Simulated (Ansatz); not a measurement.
**C3H7NSe: up Jacob's ladder to CCSD(T)**

An exercise on one series of results from a longer session: the logs are not shown, and one member is left open.

The runs use Ansatz 0.2.0, Gaussian basis; functionals in def2-TZVPP, the program's frozen cores in correlated methods.

Levels to be run: PBE-D4, r2SCAN-D4, PBE0-D4, B3LYP-D4, ωB97X-V, ωB97M-V, B2PLYP; CCSD(T)/def2-TZVPP; MP2/def2-QZVPP; extrapolation to the limit.

## Structure used throughout

All runs share one geometry, relaxed beforehand with PBE0-D4 in a triple-zeta def2 set.

SMILES `CC[Se]C=N`, 12 atoms, charge 0, spin multiplicity 1.

Atoms are counted from 1 here; the program's logs count them from 0.

Bond lengths: C1–C2 1.513 Å, C1–H6 1.094 Å, C1–H7 1.092 Å, C1–H8 1.091 Å, C2–Se3 1.954 Å, C2–H9 1.091 Å, C2–H10 1.092 Å, Se3–C4 1.910 Å, C4–N5 1.257 Å, C4–H11 1.094 Å, N5–H12 1.020 Å. Angles: C2–C1–H6 110.3°, C2–C1–H7 111.4°, C2–C1–H8 111.1°, H6–C1–H7 107.9°, H6–C1–H8 108.2°, H7–C1–H8 107.7°, C1–C2–Se3 113.7°, C1–C2–H9 111.8°, C1–C2–H10 112.3°, Se3–C2–H9 104.6°, Se3–C2–H10 106.7°, H9–C2–H10 107.2°, C2–Se3–C4 97.1°, Se3–C4–N5 128.2°, Se3–C4–H11 112.5°, N5–C4–H11 119.4°, C4–N5–H12 113.2°.

Set-up of the first run:

The input, in.yaml:

```yaml
crystal:
  periodic: [false, false, false]
  atoms:
    - {symbol: C, position_ang: [-0.729670, -0.028402, 1.573563]}
    - {symbol: C, position_ang: [0.528244, 0.541114, 0.956092]}
    - {symbol: Se, position_ang: [1.331771, -0.613979, -0.399671]}
    - {symbol: C, position_ang: [0.142184, -0.168735, -1.825796]}
    - {symbol: N, position_ang: [0.082742, -0.675839, -2.974222]}
    - {symbol: H, position_ang: [-1.119827, 0.651425, 2.337316]}
    - {symbol: H, position_ang: [-1.510136, -0.175150, 0.824248]}
    - {symbol: H, position_ang: [-0.535171, -0.994148, 2.043166]}
    - {symbol: H, position_ang: [1.315641, 0.683012, 1.697889]}
    - {symbol: H, position_ang: [0.354600, 1.508302, 0.480707]}
    - {symbol: H, position_ang: [-0.538873, 0.646142, -1.563543]}
    - {symbol: H, position_ang: [0.755397, -1.429041, -3.115849]}
basis:
  gaussian: {orbitals: def2-TZVPP}
hamiltonian: {xc: pbe, dispersion: d4}
output: {forces: true, orbitals: {seedname: orbitals}}
```

Launch:

```bash
> ansatz run in.yaml --threads 4 --pin off --events-out ev --progress --plain --max-ram 10444MiB
```

Among the steps run: PBE-D4 (GGA); r2SCAN-D4 (meta-GGA); PBE0-D4 (hybrid); B3LYP-D4 (hybrid); ωB97X-V (range-separated); ωB97M-V (range-separated); B2PLYP (double hybrid); CCSD(T) in def2-TZVPP; MP2 in def2-QZVPP.

One table of the session follows, with a row left open; its other results are not shown here.

It belongs to the step «Atomisation energies». 

```
            method  atomisation energy (kJ/mol)
            PBE-D4                       4636.0
         r2SCAN-D4                       4510.9
           PBE0-D4                       4532.6
          B3LYP-D4                            ?
           ωB97X-V                       4505.4
           ωB97M-V                       4502.2
            B2PLYP                       4457.3
     HF/def2-TZVPP                       3167.6
    MP2/def2-TZVPP                       4442.0
   CCSD/def2-TZVPP                       4301.3
CCSD(T)/def2-TZVPP                       4380.6
           MP2/CBS                       4560.3
       CCSD(T)/CBS                       4498.9
```

Q: Estimate the row for B3LYP-D4 from the others.

The run gave: atomisation energy (kJ/mol): 4514.2. In the column «atomisation energy (kJ/mol)» it lies between r2SCAN-D4 (4510.9) and PBE0-D4 (4532.6).
